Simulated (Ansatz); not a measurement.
# Vanadium oxytrichloride (VCl₃O): small, medium and large basis sets

The task here is to estimate one member of a computed series from the others.

Computed with Ansatz 0.2.0, Gaussian basis. Level: one geometry, several basis sets.

Plan: PBE0-D4/def2-SVP; ωB97M-V/def2-SVP; PBE0-D4/def2-QZVPP; ωB97M-V/def2-QZVPP; the functionals' def2-TZVPP values are taken from earlier runs.

## The relaxed structure

The geometry comes from an earlier relaxation with PBE0-D4 in a triple-zeta def2 set; it is a stationary point.

SMILES `[O]=[V]([Cl])([Cl])[Cl]`, 5 atoms, charge 0, spin multiplicity 1.

Atoms are counted from 1 here; the program's logs count them from 0.

Bond lengths: O1–V2 1.539 Å, V2–Cl3 2.127 Å, V2–Cl4 2.127 Å, V2–Cl5 2.127 Å. Angles: O1–V2–Cl3 108.3°, O1–V2–Cl4 108.3°, O1–V2–Cl5 108.3°, Cl3–V2–Cl4 110.6°, Cl3–V2–Cl5 110.6°, Cl4–V2–Cl5 110.6°.

Set-up of the first run:

The input, in.yaml:

```yaml
crystal:
  periodic: [false, false, false]
  atoms:
    - {symbol: O, position_ang: [0.191443, -1.415139, 0.807982]}
    - {symbol: V, position_ang: [0.020222, -0.094080, 0.037959]}
    - {symbol: Cl, position_ang: [-1.205995, 1.200285, 1.198623]}
    - {symbol: Cl, position_ang: [-0.901900, -0.525657, -1.830075]}
    - {symbol: Cl, position_ang: [1.946031, 0.760889, -0.255990]}
basis:
  gaussian: {orbitals: def2-SVP}
hamiltonian: {xc: pbe0, dispersion: d4}
output: {orbitals: {seedname: orbitals}}
```

Run with:

```bash
ansatz run in.yaml --threads 4 --pin off --events-out ev --progress --plain --max-ram 10444MiB
```

Among the steps run: PBE0-D4 in def2-SVP; ωB97M-V in def2-SVP; PBE0-D4 in def2-QZVPP; ωB97M-V in def2-QZVPP.

One table of the session follows, with a row left open; its other results are not shown here.

It belongs to the step «Functionals by basis». 

```
functional       basis  HOMO (eV)  LUMO (eV)
   PBE0-D4    def2-SVP      -9.61      -4.47
   PBE0-D4  def2-TZVPP          ?          ?
   PBE0-D4  def2-QZVPP      -9.71      -4.39
   ωB97M-V    def2-SVP     -11.65      -2.30
   ωB97M-V  def2-TZVPP     -11.80      -2.26
   ωB97M-V  def2-QZVPP     -11.83      -2.29
```

Estimate the missing values for PBE0-D4, def2-TZVPP.

**Answer.** HOMO (eV): -9.70; LUMO (eV): -4.38. In the column «HOMO (eV)» it lies between PBE0-D4, def2-QZVPP (-9.71) and PBE0-D4, def2-SVP (-9.61).
